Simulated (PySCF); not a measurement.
# C2H6GeN2: the cost of one run

Programs: PySCF 2.14.0, with density-fitted response routines of our own. Each step states its level of theory. These are calculated values for one molecule in the gas phase, unless marked as measured. Atoms count from 0, in the outputs and in this text.

### Step 1. Starting geometry

11 atoms, charge 0, multiplicity 1; geometry from: GFN2-xTB. The atoms were then displaced at random by about 0.01 Å, so the start is not that level's minimum.

Bonds of the start (Å): N0–C1 1.13, C1–C2 1.43, C2–Ge3 2.04, Ge3–N4 1.78, C2–H5 1.09, C2–H6 1.07, Ge3–H7 1.50, Ge3–H8 1.54, N4–H9 1.01, N4–H10 1.01.

### Step 2. Relaxing the molecule at PBE0-D3(BJ)/def2-SVP

The job: settings as JSON, then the geometry in Å.

```
{"job": {"xc": "PBE0", "basis": "def2-SVP", "d3": "d3bj", "grid": 1, "shake": 0.01, "kind": "geom"}, "charge": 0, "multiplicity": 1}
N     -1.331850     2.437460     0.070340
C     -1.328890     1.343220    -0.192080
C     -1.254300    -0.049810    -0.486740
Ge     0.358030    -0.805840     0.502920
N      1.770180    -0.025170    -0.243340
H     -1.082550    -0.177780    -1.552490
H     -2.155180    -0.539050    -0.189000
H      0.477720    -2.272250     0.218980
H      0.143560    -0.596450     2.015940
H      2.681700    -0.329790     0.083080
H      1.759690     0.989620    -0.243270
```

The run is started by

```bash
> OMP_NUM_THREADS=1 python probes_run.py task.json out
```

The driver reads the jobs from task.json and runs them one after another.

**Question.** How long does this first job take on 1 thread of Arm Neoverse N1, shared host, and how much memory does it need?

About 95 s, with a peak of 0.48 GiB.
